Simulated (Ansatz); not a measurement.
# AsH2(SiH3) (SiAsH₅): structure and electronic state

What does AsH2(SiH3) (SiAsH₅) look like as a singlet, and where do its frontier electrons sit?

The runs use Ansatz 0.2.0, Gaussian basis; RKS PBE0-D4/def2-TZVP.

Levels to be run: relaxation at r2SCAN-D4/def2-TZVP; a single point at PBE0-D4/def2-TZVP.

**1. The starting structure**

7 atoms, charge 0, spin multiplicity 1.

Atoms are counted from 1 here; the program's logs count them from 0.

Bond lengths: As1–H2 1.501 Å, As1–H3 1.501 Å, As1–Si4 2.324 Å, Si4–H5 1.468 Å, Si4–H6 1.469 Å, Si4–H7 1.468 Å. Angles: H2–As1–H3 89.5°, H2–As1–Si4 92.5°, H3–As1–Si4 92.8°, As1–Si4–H5 114.9°, As1–Si4–H6 109.8°, As1–Si4–H7 109.9°, H5–Si4–H6 107.2°, H5–Si4–H7 107.2°, H6–Si4–H7 107.6°.

The start is a GFN2-xTB geometry.

**2. Relaxation at r2SCAN-D4/def2-TZVP**

in.yaml reads:

```yaml
crystal:
  periodic: [false, false, false]
  atoms:
    - {symbol: As, position_ang: [0.562500, 1.024830, 1.041640]}
    - {symbol: H, position_ang: [1.802470, 1.000380, 0.195280]}
    - {symbol: H, position_ang: [-0.019330, 2.071580, 0.136890]}
    - {symbol: Si, position_ang: [-0.413020, -0.711920, -0.154760]}
    - {symbol: H, position_ang: [-0.455730, -0.513330, -1.608510]}
    - {symbol: H, position_ang: [-1.796270, -0.911000, 0.297770]}
    - {symbol: H, position_ang: [0.319370, -1.960540, 0.091680]}
basis:
  gaussian: {orbitals: def2-TZVP}
hamiltonian: {xc: r2scan, dispersion: d4}
scf: {lower_state_search: "off"}
output: {orbitals: {seedname: orbitals}}
relax: {f_tol: 0.02, max_steps: 100}
```

The run is started by

```
> ansatz run in.yaml --threads 4 --pin off --events-out ev --progress --plain --max-ram 3916MiB
```

The runs that follow: Single point, PBE0-D4/def2-TZVP.

Before running them: what should the planned runs give, taken together? Wanted: point group; commonest bond, hydrogen aside; HOMO, LUMO at PBE0-D4/def2-TZVP; dipole at r2SCAN-D4/def2-TZVP.

**Answer**, as computed:

```
                       quantity                            value
                    point group                               Cs
 commonest bond, hydrogen aside  As–Si, 1 of mean length 2.368 Å
HOMO, LUMO at PBE0-D4/def2-TZVP                   -7.56, 0.17 eV
  dipole at r2SCAN-D4/def2-TZVP                           0.42 D
```

The molecule keeps its bonding pattern by the stored test; the atoms moved 0.07 Å (rms). No usable vibrations, so a minimum isn't proven. The point group is read from a loosely relaxed geometry; soft torsions can leave it below the true symmetry.
